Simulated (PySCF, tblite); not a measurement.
# CH7B2F3Si2: geometry, infrared bands and NMR shifts

Wanted: the infrared bands and NMR shifts of CH7B2F3Si2 (`B[SiH2][Si@@H](B)C(F)(F)F`), by calculation.

Programs: tblite 0.8.0 and PySCF 2.14.0, with density-fitted response routines of our own. Each step states its level of theory. These are calculated values for one molecule in the gas phase, unless marked as measured. Atoms are numbered from 0 throughout.

### Step 1. The molecule as given

15 atoms, charge 0, multiplicity 1; geometry from: force field or distance geometry start.

Bonds of the start (Å): B0–Si1 1.95, Si1–Si2 2.20, Si2–B3 1.96, Si2–C4 1.86, C4–F5 1.39, C4–F6 1.37, C4–F7 1.39, B0–H8 1.19, B0–H9 1.18, Si1–H10 1.47, Si1–H11 1.47, Si2–H12 1.50, B3–H13 1.19, B3–H14 1.17.

### Step 2. Geometry optimisation with GFN2-xTB

The job: settings as JSON, then the geometry in Å.

```
{"job": {"kind": "relax", "xc": "GFN2-xTB", "basis": "xTB"}, "charge": 0, "multiplicity": 1}
B      2.339800    -0.943500    -0.202500
Si     1.034500    -0.464400     1.167600
Si    -0.776700     0.479800     0.342600
B     -0.306500     2.015900    -0.775500
C     -1.905700    -0.717400    -0.528300
F     -2.467700    -1.518300     0.453400
F     -1.271100    -1.477100    -1.482500
F     -2.922100     0.046900    -1.093000
H      2.525100    -2.087900    -0.473200
H      2.844100    -0.084800    -0.843200
H      0.702600    -1.695000     1.900400
H      1.650400     0.518000     2.078700
H     -1.592600     1.035700     1.467700
H      0.028800     2.985700    -0.175100
H      0.112400     1.914400    -1.859000
```

Run with:

```console
OMP_NUM_THREADS=1 python probes_run.py task.json out
```

The driver reads the jobs from task.json and runs them one after another.

**Question.** This job is followed by: GFN2-xTB harmonic vibrations, gas phase; GIAO PBE0/pcSseg-1 NMR shielding, non-relativistic, gas phase. What will the session give for the following? strongest single infrared mode (GFN2-xTB); zero-point energy (GFN2-xTB); ¹³C shifts against TMS (PBE0/pcSseg-1); ¹H shifts against TMS (PBE0/pcSseg-1, means over atoms taken as alike); ¹¹B shifts against BF3·OEt2 (PBE0/pcSseg-1); ²⁹Si shifts against TMS (PBE0/pcSseg-1); ¹⁹F shifts against CFCl3 (PBE0/pcSseg-1, means over atoms taken as alike).

The runs gave:

| quantity | value |
| --- | --- |
| strongest single infrared mode (GFN2-xTB) | 2167 cm⁻¹, 463 km/mol |
| zero-point energy (GFN2-xTB) | 48.6 kcal/mol |
| ¹³C shifts against TMS (PBE0/pcSseg-1) | 144.5 ppm |
| ¹H shifts against TMS (PBE0/pcSseg-1, means over atoms taken as alike) | 10.47, 10.46, 4.59, 3.69, 3.60 ppm |
| ¹¹B shifts against BF3·OEt2 (PBE0/pcSseg-1) | 112.0, 111.5 ppm |
| ²⁹Si shifts against TMS (PBE0/pcSseg-1) | -61.1, -133.0 ppm |
| ¹⁹F shifts against CFCl3 (PBE0/pcSseg-1, means over atoms taken as alike) | -64.1 ppm |

The optimisation took 236 steps and gained 0.831 eV; among the close pairs (by a distance rule), Si1–Si2 changed most, from 2.203 to 2.382 Å. All 39 modes are real, so the xTB geometry is a minimum. The strongest single mode, at 2167 cm⁻¹, moves mainly H12. Unscaled tight-binding wavenumbers are off by several per cent, some by more. Its intensities can rank the bands wrongly.
